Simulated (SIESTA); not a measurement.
**CuO2 under changes of volume**

One of the cells (10.657 Å³/atom); the others are scaled copies at fixed shape and fractional positions:

```
Cu O
1.0
     1.41261   -5.21075    0.00000
     1.41261    5.21075    0.00000
     0.00000    0.00000    4.34342
Cu O
2 4
Direct
  0.16725 0.83275 0.75000
  0.83275 0.16725 0.25000
  0.78897 0.21103 0.75000
  0.21103 0.78897 0.25000
  0.55149 0.44851 0.75000
  0.44851 0.55149 0.25000
```

The cell comes from a database or a generator and needn't be the stable form of this composition.

* Program: SIESTA 5.4.2
* Functional: LDA
* Potentials or basis: PseudoDojo 0.4 standard (LDA files)
* Basis: DZP (energy shift 0.003 Ry; two zetas on semicore shells)
* Grid cutoff: 800 Ry
* Energy shift: 0.003 Ry
* k mesh: 8 × 8 × 4
* Occupations: fermi-dirac, width 0.05 eV
* Spin: no spin polarisation

```tsv
volume (Å³/atom)	energy over the lowest point (meV/atom)	pressure (GPa)	largest force (eV/Å)
10.018	0.00	-3.0	0.505
10.231	?	?	?
10.444	17.62	-9.9	0.212
10.657	32.76	-12.7	0.418
10.870	51.46	-15.2	0.605
11.083	73.29	-17.4	0.779
11.296	97.86	-19.3	0.937
```

Q: What does the run at 10.231 Å³/atom give?

A: Energy over the lowest point 6.54 meV/atom; pressure -6.6 GPa; largest force 0.251 eV/Å.

Worked out: A Birch-Murnaghan fit of order 3 (a polynomial in V^(-2/3)) to the other rows has its minimum at 9.86 Å³/atom, just outside them, with B0 = V·E''(V) = 199 GPa and B' = 4.9 at fixed shape and positions, which overstates the stiffness. It gives 6.52 meV/atom at 10.231 Å³/atom, against the run's 6.54, and -dE/dV = -6.7 GPa, against -6.6.

Energies are extrapolated to zero smearing.

Caveats: some runs use coarse meshes; short orbitals over semicore shells can move pressures by several GPa; the basis of atomic orbitals isn't converged, which shifts pressures, moduli and gaps; the run has no spin polarisation, though such a crystal can be magnetic.
